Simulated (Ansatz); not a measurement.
**C2H3ClSSi: how energies converge with the basis set**

The task here is to estimate one member of a computed series from the others.

Computed with Ansatz 0.2.0, Gaussian basis. Level: one geometry, several basis sets.

Plan: PBE0-D4/def2-SVP; ωB97M-V/def2-SVP; PBE0-D4/def2-QZVPP; ωB97M-V/def2-QZVPP; the functionals' def2-TZVPP values are taken from earlier runs.

**The geometry**

The geometry comes from an earlier relaxation with PBE0-D4 in a triple-zeta def2 set; it is a stationary point, not always the lowest conformer.

8 atoms, charge 0, spin multiplicity 1.

Atoms are counted from 1 here; the program's logs count them from 0.

Bond lengths: C1–C2 1.322 Å, C1–H6 1.084 Å, C1–H7 1.085 Å, C2–S3 1.807 Å, C2–Si4 1.796 Å, S3–Si4 2.095 Å, Si4–Cl5 2.033 Å, Si4–H8 1.472 Å. Angles: C2–C1–H6 119.9°, C2–C1–H7 122.4°, H6–C1–H7 117.6°, C1–C2–S3 133.2°, C1–C2–Si4 155.7°, S3–C2–Si4 71.1°, C2–S3–Si4 54.2°, C2–Si4–S3 54.7°, C2–Si4–Cl5 121.1°, C2–Si4–H8 123.2°, S3–Si4–Cl5 120.3°, S3–Si4–H8 119.7°, Cl5–Si4–H8 108.8°.

The first run:

in.yaml

```yaml
crystal:
  periodic: [false, false, false]
  atoms:
    - {symbol: C, position_ang: [1.092327, 0.985985, 0.751075]}
    - {symbol: C, position_ang: [0.396897, 0.009641, 0.193848]}
    - {symbol: S, position_ang: [0.812624, -1.675899, -0.306352]}
    - {symbol: Si, position_ang: [-1.054324, -0.754953, -0.537338]}
    - {symbol: Cl, position_ang: [-1.709475, -0.211426, -2.383215]}
    - {symbol: H, position_ang: [0.618410, 1.939355, 0.955347]}
    - {symbol: H, position_ang: [2.138448, 0.876611, 1.016783]}
    - {symbol: H, position_ang: [-2.202807, -1.226316, 0.254051]}
basis:
  gaussian: {orbitals: def2-SVP}
hamiltonian: {xc: pbe0, dispersion: d4}
output: {orbitals: {seedname: orbitals}}
```

Launch:

```console
$ ansatz run in.yaml --threads 2 --pin off --events-out ev --progress --plain --max-ram 4352MiB
```

Among the steps run: PBE0-D4 in def2-SVP; ωB97M-V in def2-SVP; PBE0-D4 in def2-QZVPP; ωB97M-V in def2-QZVPP.

One of the session's tables, all rows but one given; the rest of the session is left out.

| functional | basis | HOMO (eV) |
| --- | --- | --- |
| PBE0-D4 | def2-SVP | -6.80 |
| PBE0-D4 | def2-TZVPP | -6.86 |
| PBE0-D4 | def2-QZVPP | ? |
| ωB97M-V | def2-SVP | -8.82 |
| ωB97M-V | def2-TZVPP | -8.91 |
| ωB97M-V | def2-QZVPP | -8.94 |

Estimate the missing values for PBE0-D4, def2-QZVPP.

As computed: HOMO (eV): -6.88. In the column «HOMO (eV)» it lies between ωB97M-V, def2-SVP (-8.82) and PBE0-D4, def2-TZVPP (-6.86).
